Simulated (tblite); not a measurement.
# C4H12O2Si3: the cost of one run

Computed with tblite 0.8.0 and PySCF 2.14.0, with density-fitted response routines of our own, on a single molecule in the gas phase. Atoms are numbered from 0 throughout.

### Step 1. The starting structure

21 atoms, charge 0, multiplicity 1; geometry from: force field or distance geometry start.

Bonds of the start (Å): C0–C1 1.48, C1–C2 1.20, C2–Si3 1.85, Si3–O4 1.71, O4–Si5 1.71, Si3–O6 1.70, O6–Si7 1.71, Si7–C8 1.89, C0–H9 1.10, C0–H10 1.12, C0–H11 1.11, Si3–H12 1.43, Si5–H13 1.46, Si5–H14 1.48, Si5–H15 1.49, Si7–H16 1.49, Si7–H17 1.47, C8–H18 1.09, C8–H19 1.12, C8–H20 1.12.

### Step 2. Optimising the geometry with GFN2-xTB

What the job is given:

```
{"job": {"kind": "relax", "xc": "GFN2-xTB", "basis": "xTB"}, "charge": 0, "multiplicity": 1}
C      3.627500    -2.020800    -0.202500
C      2.487100    -1.075600    -0.164700
C      1.578500    -0.299400    -0.113300
Si     0.183900     0.913900    -0.045600
O      0.588500     2.201600     1.010700
Si     0.092700     3.709700     0.378100
O     -1.125100     0.106100     0.678900
Si    -1.663700    -1.173000    -0.317300
C     -3.419200    -1.537300     0.278600
H      3.308700    -2.902700    -0.778200
H      3.886700    -2.318100     0.841200
H      4.496800    -1.510900    -0.658600
H     -0.160800     1.304600    -1.381500
H      0.501600     3.910700    -1.007400
H     -1.375300     3.843000     0.459800
H      0.709100     4.758000     1.233300
H     -0.836700    -2.396100    -0.130800
H     -1.678300    -0.835800    -1.749800
H     -3.940200    -2.279100    -0.321900
H     -3.294700    -1.814000     1.355900
H     -3.975800    -0.568000     0.253400
```

Started as:

```sh
OMP_NUM_THREADS=1 python probes_run.py task.json out
```

The driver reads the jobs from task.json and runs them one after another.

Q: Estimate the wall time and peak memory of this first job on 1 thread of Arm Neoverse N1, shared host.

About 4.5 s, with a peak of 0.18 GiB.
